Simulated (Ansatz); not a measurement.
Below is the output of a Python script on the Python package of Ansatz (0.2.0) that makes a single point in a Gaussian basis of CH₃AlF₂S, SMILES FC[S][AlH][F]. Write a script that gives it. Settings: PBE0, def2-SVP basis, multiplicity 1, D4 dispersion.

```xyz
8

F     0.2850   -0.0379    1.8691
C     0.8429    0.6813    0.8167
S     1.2148   -0.4708   -0.5436
Al   -0.8394   -0.9004   -1.1041
F    -1.7459    0.1093   -2.3391
H     1.7868    1.1561    1.1880
H     0.2078    1.4957    0.4552
H    -1.6598   -2.0903   -0.3981
```

```console
$ python run_energy.py
crystal:
  periodic: [false, false, false]
  atoms:
    - { symbol: F, position_ang: [0.285, -0.0379, 1.8691] }
    - { symbol: C, position_ang: [0.8429, 0.6813, 0.8167] }
    - { symbol: S, position_ang: [1.2148, -0.4708, -0.5436] }
    - { symbol: Al, position_ang: [-0.8394, -0.9004, -1.1041] }
    - { symbol: F, position_ang: [-1.7459, 0.1093, -2.3391] }
    - { symbol: H, position_ang: [1.7868, 1.1561, 1.188] }
    - { symbol: H, position_ang: [0.2078, 1.4957, 0.4552] }
    - { symbol: H, position_ang: [-1.6598, -2.0903, -0.3981] }
basis:
  gaussian:
    orbitals: def2-SVP
hamiltonian:
  xc: pbe0
  dispersion: d4
output:
  orbitals: {}
  forces: true

E = -23930.083029 eV = -879.4143309 Ha
converged: True  doubts: none
mean field: -879.4092352 Ha, <S^2> = 0.0000, stability: minimum
forces (eV/A)
  F     0.0126    0.9495   -0.6899
  C     0.5922   -0.6010    0.8727
  S     0.6352    0.3477   -0.1764
  Al   -2.3157    1.2114   -1.7922
  F     1.7724   -1.8325    2.2919
  H    -0.3350   -0.4822   -0.3647
  H    -0.5158    0.0376    0.2507
  H     0.1542    0.3696   -0.3921
dipole moment 1.377 D
Mulliken: [('F', -0.261), ('C', 0.129), ('S', -0.292), ('Al', 0.816), ('F', -0.443), ('H', 0.104), ('H', 0.09), ('H', -0.143)]
HOMO -7.791 eV, LUMO -1.817 eV, gap 5.974 eV
```

The script that was run (others could print the same):

The script, `run_energy.py`:
```python
"""Electronic structure of the CH3AlF2S molecule."""

from pathlib import Path

import ansatz
import numpy as np


def main() -> None:
    system = (
        ansatz.Crystal.molecule()
        .atom("F", (0.285, -0.0379, 1.8691))
        .atom("C", (0.8429, 0.6813, 0.8167))
        .atom("S", (1.2148, -0.4708, -0.5436))
        .atom("Al", (-0.8394, -0.9004, -1.1041))
        .atom("F", (-1.7459, 0.1093, -2.3391))
        .atom("H", (1.7868, 1.1561, 1.188))
        .atom("H", (0.2078, 1.4957, 0.4552))
        .atom("H", (-1.6598, -2.0903, -0.3981))
    )

    model = (
        system.calculation()
        .basis(gaussian="def2-SVP")  # the orbital basis, by name
        .functional("pbe0", dispersion="d4")
        .forces()  # eV per angstrom
        .orbitals()
    )
    print(model.to_yaml())
    result = model.run(threads=1, runs_dir="out")
    summary = result.report

    print(f"E = {summary['free_energy_ev']:.6f} eV = {summary['free_energy_ev'] / 27.211386246:.7f} Ha")
    print("converged:", summary["converged"], " doubts:", summary["published_state_doubts"] or "none")

    state = summary["mean_field"]["state"]
    print(f"mean field: {state['energy']['hartree']:.7f} Ha, <S^2> = {abs(state['spin_squared']):.4f}, stability: {state.get('stability', {}).get('kind')}")

    symbols = [site.symbol for site in system.cartesian_sites]
    print("forces (eV/A)")
    for symbol, f in zip(symbols, summary["forces_ev_ang"]):
        print(f"  {symbol:2s} {f[0]:9.4f} {f[1]:9.4f} {f[2]:9.4f}")

    charges = summary["charge_distribution"]
    print("dipole moment", round(4.803205 * float(np.linalg.norm(charges["dipole_moment_e_ang"])), 3), "D")
    print("Mulliken:", [(s, round(q, 3)) for s, q in zip(symbols, charges["mulliken_charges_e"])])

    lines = Path(summary["orbitals_path"]).read_text().splitlines()
    field_of = lambda key: [line.split("=")[1].strip() for line in lines if line.startswith(key)]
    orbitals = [(27.211386 * float(e), s, float(n)) for e, s, n in zip(field_of("Ene="), field_of("Spin="), field_of("Occup="))]
    homo = max(e for e, _, n in orbitals if n > 0.5)
    lumo = min(e for e, _, n in orbitals if n < 0.5)
    print(f"HOMO {homo:.3f} eV, LUMO {lumo:.3f} eV, gap {lumo - homo:.3f} eV")


if __name__ == "__main__":
    main()
```

Total energies depend on the basis set; only differences at equal settings carry meaning. The geometry is a force-field or estimated start, not a minimum of this method, and the basis set is short of its limit. Levels such as HOMO and LUMO are orbital energies: with these approximate functionals they aren't the ionisation energy and electron affinity, and their gap isn't the fundamental gap. The whole script took 4 s on 1 thread of Arm Neoverse V1 (shared host), peak memory 0.25 GiB.
